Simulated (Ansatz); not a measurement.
The system is AlFe3B.

```
Fe Al B
1.0
     3.82232    0.00000    0.00000
     0.00000    3.82232    0.00000
     0.00000    0.00000    3.82232
Fe Al B
3 1 1
Direct
  0.00000 0.00000 0.50000
  0.00000 0.50000 0.00000
  0.50000 0.00000 0.00000
  0.50000 0.50000 0.50000
  0.00000 0.00000 0.00000
```

The cell comes from a database or a generator and needn't be the stable form of this composition.

Base run:

* Program: Ansatz 0.2.0
* Functional: PBEsol
* Potentials or basis: Ansatz PAW
* Cutoff: 420 eV (not typed: the program's choice for these potentials)
* k mesh: 6 × 6 × 6
* Occupations: fermi-dirac, width 0.05 eV
* Spin: collinear spin, ferromagnetic start
* Starting moments: [1.5, 1.5, 1.5, 0.0, 0.0] μB
* Fixed moment: 4.5 μB

Its results: pressure -6.3 GPa; site moments Fe +1.49; Al -0.11; B -0.11 μB.

Question: The run is repeated on the same cell with these changes: fixed moment from 4.5 μB to 9 μB; moments at the start from [1.5, 1.5, 1.5, 0.0, 0.0] to [3.0, 3.0, 3.0, 0.0, 0.0]. What comes out?

Answer: Pressure 19.4 GPa; site moments Fe +2.57; Al +0.04; B +0.01 μB.

Caveats: the total moment is fixed, so each spin has its own Fermi level; the PAW data sets come from PBE, with cores solved anew for the run's functional, which leaves a small shift of forces and pressure; the thresholds are loose for stress.
